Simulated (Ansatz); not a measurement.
# Mg: how the settings move a single-point run

Question: which choices in the input matter for Mg?

This is Mg in the bcc structure; at room conditions it is hcp.

Program: Ansatz 0.2.0. Level of theory: reference: DFT, PBEsol, all-electron LAPW, scalar-relativistic; levels and slopes on a fine mesh, independent-particle optical spectra. These are calculated values, not measurements.

## 1. The structure to begin with

The structure is cubic, space group Im-3m (No. 229). Conventional cell: a = 3.556 Å, b = 3.556 Å, c = 3.556 Å, α = 90.00°, β = 90.00°, γ = 90.00°. Mg (site symmetry m-3m) is surrounded by 8 Mg at 3.08 Å.

Coordinates:

```cif
data_structure
_symmetry_space_group_name_H-M 'Im-3m'
_symmetry_Int_Tables_number 229
_cell_length_a 3.5556
_cell_length_b 3.5556
_cell_length_c 3.5556
_cell_angle_alpha 90.000
_cell_angle_beta 90.000
_cell_angle_gamma 90.000
_cell_volume 44.95
loop_
_atom_site_label
_atom_site_type_symbol
_atom_site_symmetry_multiplicity
_atom_site_Wyckoff_symbol
_atom_site_fract_x
_atom_site_fract_y
_atom_site_fract_z
_atom_site_occupancy
Mg1 Mg 2 a 0.00000 0.00000 0.00000 1
```

## 2. Baseline

input.yaml reads:

```yaml
crystal:
  lattice:
    - [-1.77780863923, 1.77780863923, 1.77780863923]
    - [1.77780863923, -1.77780863923, 1.77780863923]
    - [1.77780863923, 1.77780863923, -1.77780863923]
  atoms:
    - { symbol: Mg, position: [0.0, 0.0, 0.0] }
kpoints:
  mp_grid: { grid: [18, 18, 18] }
scf:
  occupations: { method: fermi_dirac, width: 0.05 }
hamiltonian:
  xc: pbesol
  pseudopotentials: { kind: all_electron, lapw: { basis_error: 0.001 } }
output:
  forces: true
  stress: true
  eigenvalues: true
  eigenstates:
    nscf_kmesh: { grid: [28, 28, 28] }
    de_dk: true
    e_range: [-14, 14]
  optics:
    e_range: [0, 30]
    de: 0.2
    sigma: 0.25
    bands: { spectra_wanted_up_to: 30 }
    nscf_kmesh: { grid: [28, 28, 28] }
    drude_damping: 0.05
checkpoint:
  write: ck
  write_wavefunctions: false
```

Command:

```
> ansatz run input.yaml --threads 1 --pin off --max-ram 3072MiB --backend cpu --events-out ev --progress --plain --runs-dir out
```

## 3. Variant: occupations.width 0.15, lower_state_search light

input.yaml: that of step 2 with these lines changed.

```diff
@@ -10,3 +10,4 @@
 scf:
-  occupations: { method: fermi_dirac, width: 0.05 }
+  occupations: { method: fermi_dirac, width: 0.15 }
+  lower_state_search: light
 hamiltonian:
```

**Question.** What will these runs give? Wanted: for each run, ending; energy change; pressure; gap; force.

The runs gave:

```tsv
run	ending	energy change	pressure (GPa)	gap (eV)	force (eV/Å)	cycles	time
reference	converged	0	0.0	0.00	0.00	-	84 s
1: occupations.width 0.15, lower_state_search light	converged	+0.7 meV/atom (σ→0)	0.1	0.00	0.00	6	91 s
```

Residual by cycle in the longest SCF loop of each run; runs are numbered as in the table. The quantity is the density residual dr2, in eV.

```tsv
cycle	reference	run 1
1	0.0145	0.0145
2	0.00334	0.00334
3	2.8e-6	2.8e-6
4	3.7e-8	3.7e-8
5	7.8e-10	7.8e-10
6	4.2e-13	4.2e-13
```

What this shows: Changing the smearing and search for lower states moves the energy by +0.7 meV/atom (σ→0 values).
